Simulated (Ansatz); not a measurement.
# C2H8FIn: the cost of one run

Program: Ansatz 0.2.0. Level of theory: UKS PBE0-D4/def2-mTZVP. These are calculated values, not measurements.

**1. The structure to begin with**

Bond lengths: In1–C3 2.244 Å, In1–C4 2.243 Å, In1–F6 2.361 Å, C3–H7 1.088 Å, C3–H8 1.087 Å, C3–H9 1.088 Å, C4–H10 1.087 Å, C4–H11 1.087 Å, C4–H12 1.088 Å. Angles (14 of 15 angles, heavy atoms first): C3–In1–C4 152.1°, C3–In1–F6 102.2°, C4–In1–F6 100.0°, In1–C3–H7 110.0°, In1–C3–H8 105.5°, In1–C3–H9 109.6°, In1–C4–H10 110.7°, In1–C4–H11 104.9°, In1–C4–H12 109.6°, H7–C3–H8 110.6°, H7–C3–H9 110.5°, H8–C3–H9 110.4°, H10–C4–H11 110.6°, H10–C4–H12 110.5°.

Coordinates:

```xyz
12

In   -0.1308    0.0660   -0.0222
H     1.4831    0.5918    1.5035
C     0.2407    1.5102   -1.6993
C    -1.4342   -1.3670    1.1077
H     1.7996   -0.1560    0.9533
F     1.9442   -1.0476    0.1488
H    -0.2627    1.1707   -2.6022
H     1.3186    1.5186   -1.8430
H    -0.1118    2.4991   -1.4152
H    -2.2630   -0.8444    1.5783
H    -0.7816   -1.8051    1.8588
H    -1.8022   -2.1363    0.4316
```

**2. A restrained relaxation towards end A**

Springs on the bonds that form and break draw the guess towards this end; the thresholds are loose.

Contents of input.yaml:

```yaml
crystal:
  periodic: [false, false, false]
  atoms:
    - { symbol: In, position_ang: [-0.1308, 0.066, -0.0222] }
    - { symbol: H, position_ang: [1.4831, 0.5918, 1.5035] }
    - { symbol: C, position_ang: [0.2407, 1.5102, -1.6993] }
    - { symbol: C, position_ang: [-1.4342, -1.367, 1.1077] }
    - { symbol: H, position_ang: [1.7996, -0.156, 0.9533] }
    - { symbol: F, position_ang: [1.9442, -1.0476, 0.1488] }
    - { symbol: H, position_ang: [-0.2627, 1.1707, -2.6022] }
    - { symbol: H, position_ang: [1.3186, 1.5186, -1.843] }
    - { symbol: H, position_ang: [-0.1118, 2.4991, -1.4152] }
    - { symbol: H, position_ang: [-2.263, -0.8444, 1.5783] }
    - { symbol: H, position_ang: [-0.7816, -1.8051, 1.8588] }
    - { symbol: H, position_ang: [-1.8022, -2.1363, 0.4316] }
magnetization:
  spin_polarized: true
basis:
  gaussian: { orbitals: def2-mTZVP }
hamiltonian:
  xc: pbe0
  dispersion: d4
relax:
  f_tol: 0.15
  max_steps: 25
  restrain:
    - { distance: [0, 5], at: 3.29, k: 30.0 }
    - { distance: [4, 1], at: 1.92, k: 30.0 }
    - { distance: [0, 1], at: 1.73, k: 30.0 }
    - { distance: [4, 5], at: 0.88, k: 30.0 }
output:
  orbitals: {}
```

Started as:

```bash
ansatz run input.yaml --threads 4 --pin off --max-ram 5120MiB --backend cpu --events-out ev --progress --plain --runs-dir out
```

Q: Estimate wall time and peak memory on 4 threads of Arm Neoverse N1, shared host.

About 45 s, with a peak of 0.39 GiB.
